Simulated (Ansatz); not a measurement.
**C₃H₇NO₃: geometry at several levels**

Wanted for C₃H₇NO₃: geometry at several levels.

Method: the levels named in each step, in Ansatz 0.2.0.

### Step 1. The system as given

Bond lengths: N1–C2 1.457 Å, C2–C3 1.530 Å, C3–O4 1.406 Å, O5–C6 1.144 Å, C6–O7 1.145 Å, N1–H8 1.013 Å, N1–H9 1.016 Å, C2–H10 1.093 Å, C2–H11 1.101 Å, C3–H12 1.092 Å, C3–H13 1.101 Å, O4–H14 0.969 Å. Angles (14 of 17 angles, heavy atoms first): N1–C2–C3 107.9°, C2–C3–O4 110.8°, O5–C6–O7 175.8°, N1–C2–H10 107.7°, N1–C2–H11 114.1°, C3–C2–H10 109.1°, C3–C2–H11 109.4°, C2–N1–H8 110.9°, C2–N1–H9 110.2°, C2–C3–H12 110.8°, C2–C3–H13 109.4°, O4–C3–H12 107.1°, O4–C3–H13 109.9°, C3–O4–H14 106.1°.

As a file:

```xyz
14

N    -0.3859    0.7302    2.5776
C    -0.8545    1.2910    1.3167
C    -1.4586    0.1528    0.4926
O    -0.5275   -0.8863    0.3204
O     1.9088   -1.0453   -1.1508
C     1.0808   -0.4269   -1.6423
O     0.3093    0.2182   -2.1902
H     0.1391    1.4168    3.1059
H    -1.1749    0.4370    3.1459
H     0.0136    1.6940    0.7884
H    -1.5978    2.0951    1.4304
H    -1.7389    0.5017   -0.5034
H    -2.3578   -0.2296    1.0004
H    -0.0720   -0.9829    1.1702
```

### Step 2. A rough first relaxation, PBE-D4/def2-SVP

The input, input.yaml:

```yaml
crystal:
  periodic: [false, false, false]
  atoms:
    - { symbol: "N", position_ang: [-0.38594, 0.73022, 2.57763] }
    - { symbol: C, position_ang: [-0.85445, 1.29099, 1.3167] }
    - { symbol: C, position_ang: [-1.45859, 0.15283, 0.4926] }
    - { symbol: O, position_ang: [-0.52748, -0.88631, 0.3204] }
    - { symbol: O, position_ang: [1.9088, -1.04528, -1.15085] }
    - { symbol: C, position_ang: [1.08079, -0.42686, -1.64233] }
    - { symbol: O, position_ang: [0.30928, 0.21818, -2.19015] }
    - { symbol: H, position_ang: [0.13915, 1.41685, 3.1059] }
    - { symbol: H, position_ang: [-1.17491, 0.43697, 3.1459] }
    - { symbol: H, position_ang: [0.01362, 1.69401, 0.78844] }
    - { symbol: H, position_ang: [-1.59782, 2.09511, 1.43041] }
    - { symbol: H, position_ang: [-1.73893, 0.50166, -0.50336] }
    - { symbol: H, position_ang: [-2.35778, -0.2296, 1.00042] }
    - { symbol: H, position_ang: [-0.07196, -0.98295, 1.17019] }
basis:
  gaussian: { orbitals: def2-SVP }
hamiltonian:
  xc: pbe
  dispersion: d4
relax:
  f_tol: 0.03
  max_steps: 200
```

Command:

```bash
> ansatz run input.yaml --threads 4 --pin off --max-ram 10240MiB --backend cpu --events-out ev --progress --plain --runs-dir out
```

Further steps of the session: Relaxation, HF/STO-3G; Relaxation, HF/6-31G*; Relaxation, LDA/def2-SVP; Relaxation, PBE-D4/def2-SVP.

Q: Predict the outcome of this session. Wanted: N1–C2 at PBE-D4/def2-SVP; C2–C3 at PBE-D4/def2-SVP; C3–O4 at PBE-D4/def2-SVP.

As calculated:

| quantity | value |
| --- | --- |
| N1–C2 at PBE-D4/def2-SVP | 1.467 Å |
| C2–C3 at PBE-D4/def2-SVP | 1.535 Å |
| C3–O4 at PBE-D4/def2-SVP | 1.411 Å |

The N–C distance spreads over 0.040 Å, from LDA/def2-SVP (shortest) to HF/STO-3G.
